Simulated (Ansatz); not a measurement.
**ClH3NOSV: how energies converge with the basis set**

The task here is to estimate one member of a computed series from the others.

Program: Ansatz 0.2.0, Gaussian basis. Level of theory: one geometry, several basis sets. These are calculated values, not measurements.

Levels to be run: PBE0-D4/def2-SVP; ωB97M-V/def2-SVP; PBE0-D4/def2-QZVPP; ωB97M-V/def2-QZVPP; the functionals' def2-TZVPP values are taken from earlier runs.

**The relaxed structure**

An earlier PBE0-D4 in a triple-zeta def2 set relaxation fixed the geometry.

SMILES `[NH2][V]([OH])(=[S])[Cl]`, 8 atoms, charge 0, spin multiplicity 1.

Atoms are counted from 1 here; the program's logs count them from 0.

Bond lengths: N1–V2 1.801 Å, N1–H6 1.008 Å, N1–H7 1.013 Å, V2–O3 1.747 Å, V2–S4 1.992 Å, V2–Cl5 2.166 Å, O3–H8 0.961 Å. Angles: V2–N1–H6 127.7°, V2–N1–H7 119.7°, H6–N1–H7 112.6°, N1–V2–O3 109.6°, N1–V2–S4 106.5°, N1–V2–Cl5 109.4°, O3–V2–S4 112.5°, O3–V2–Cl5 108.7°, S4–V2–Cl5 110.1°, V2–O3–H8 124.6°.

Set-up of the first run:

The input, in.yaml:

```yaml
crystal:
  periodic: [false, false, false]
  atoms:
    - {symbol: N, position_ang: [-0.876208, 1.005856, 0.316994]}
    - {symbol: V, position_ang: [0.369872, -0.130211, -0.316341]}
    - {symbol: O, position_ang: [0.650948, -1.400422, 0.849904]}
    - {symbol: S, position_ang: [-0.327381, -0.826427, -2.047427]}
    - {symbol: Cl, position_ang: [2.223504, 0.942617, -0.636500]}
    - {symbol: H, position_ang: [-1.683527, 1.366698, -0.166259]}
    - {symbol: H, position_ang: [-0.822831, 1.324152, 1.276862]}
    - {symbol: H, position_ang: [0.557823, -2.339364, 0.666867]}
basis:
  gaussian: {orbitals: def2-SVP}
hamiltonian: {xc: pbe0, dispersion: d4}
output: {orbitals: {seedname: orbitals}}
```

Started as:

```
$ ansatz run in.yaml --threads 2 --pin off --events-out ev --progress --plain --max-ram 22528MiB --backend cpu
```

Among the steps run: PBE0-D4 in def2-SVP; ωB97M-V in def2-SVP; PBE0-D4 in def2-QZVPP; ωB97M-V in def2-QZVPP.

One of the session's tables, all rows but one given; the rest of the session is left out.

It belongs to the step «Functionals by basis». 

```
functional       basis  HOMO (eV)  LUMO (eV)
   PBE0-D4    def2-SVP      -7.71      -2.93
   PBE0-D4  def2-TZVPP      -7.88      -3.04
   PBE0-D4  def2-QZVPP      -7.91      -3.08
   ωB97M-V    def2-SVP      -9.78      -0.71
   ωB97M-V  def2-TZVPP          ?          ?
   ωB97M-V  def2-QZVPP     -10.03      -0.95
```

Estimate the missing values for ωB97M-V, def2-TZVPP.

As computed: HOMO (eV): -10.00; LUMO (eV): -0.89. In the column «HOMO (eV)» it lies between ωB97M-V, def2-QZVPP (-10.03) and ωB97M-V, def2-SVP (-9.78).
